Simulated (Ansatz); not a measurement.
# MnPb3: magnetic states

The task here is to estimate one member of a computed series from the others.

Method: DFT PBE, scalar-relativistic, plane waves, PAW, in Ansatz 0.2.0.

## The system as given

It takes space group Pm-3m (No. 221, cubic). Conventional cell: a = 4.534 Å, b = 4.534 Å, c = 4.534 Å, α = 90.00°, β = 90.00°, γ = 90.00°. Around Pb (site symmetry 4/mmm) lie 8 Pb at 3.21 Å and 4 Mn at 3.21 Å. Mn (site symmetry m-3m) has 12 Pb at 3.21 Å as nearest neighbours.

Coordinates:

```
Pb Mn
1.0
     4.53390    0.00000    0.00000
     0.00000    4.53390    0.00000
     0.00000    0.00000    4.53390
Pb Mn
3 1
Cartesian
  0.0000 2.2670 2.2670
  2.2670 0.0000 2.2670
  2.2670 2.2670 0.0000
  0.0000 0.0000 0.0000
```

The structure is invented: a known structure type filled with these elements, not a reported compound.

Set-up of the first run:

(A quick probe on a coarse mesh, which set the mesh and smearing, is not shown.)

File input.yaml:

```yaml
crystal:
  lattice:
    - [4.533900352, 0.0, 0.0]
    - [0.0, 4.533900352, 0.0]
    - [0.0, 0.0, 4.533900352]
  atoms:
    - { symbol: Pb, position: [0.0, 0.5, 0.5] }
    - { symbol: Pb, position: [0.5, 0.0, 0.5] }
    - { symbol: Pb, position: [0.5, 0.5, 0.0] }
    - { symbol: Mn, position: [0.0, 0.0, 0.0], spin: 4.53 }
basis:
  ecutwfc: 420
kpoints:
  mp_grid: { grid: [4, 4, 4] }
hamiltonian:
  xc: pbe
scf:
  occupations: { method: gaussian, width: 0.1 }
output:
  forces: true
  stress: true
  eigenvalues: true
  populations: true
magnetization:
  spin_polarized: true
relax:
  adjacent_minimum: "off"
  f_tol: 0.05
  max_steps: 80
  cell: { stress_tol: 0.5 }
```

Started as:

```
$ ansatz run input.yaml --threads 1 --pin off --max-ram 2560MiB --backend cpu --events-out ev --progress --plain --runs-dir out
```

Among the steps run: Coarse relaxation; The relaxation; Magnetic start: no spin polarisation; Start: ferromagnetic; Start: large parallel starting moments; Start: antiferromagnetic, doubled cell, propagation vector (0, 0, 1/2); Magnetic start: antiferromagnetic, doubled cell, propagation vector (0, 1/2, 1/2); Start: antiferromagnetic, doubled cell, propagation vector (1/2, 1/2, 1/2); Start: small parallel starting moments.

One of the session's tables, all rows but one given; the rest of the session is left out.

It belongs to the step «The magnetic starts in order of energy». 

| start | energy above the lowest (meV/atom) | pressure (GPa) |
| --- | --- | --- |
| ferromagnetic | 0.00 | 0.0 |
| large parallel starting moments | 0.00 | 0.0 |
| small parallel starting moments | 0.00 | 0.0 |
| antiferromagnetic, doubled cell, propagation vector (1/2, 1/2, 1/2) | ? | ? |
| antiferromagnetic, doubled cell, propagation vector (0, 0, 1/2) | 13.2 | 0.1 |
| antiferromagnetic, doubled cell, propagation vector (0, 1/2, 1/2) | 13.2 | 0.0 |
| no spin | 602 | -3.8 |

**Question.** Estimate the row for antiferromagnetic, doubled cell, propagation vector (1/2, 1/2, 1/2).

As computed: energy above the lowest (meV/atom): 11.9; pressure (GPa): 0.1. In the column «energy above the lowest (meV/atom)» it lies between small parallel starting moments (0.00) and antiferromagnetic, doubled cell, propagation vector (0, 0, 1/2) (13.2).
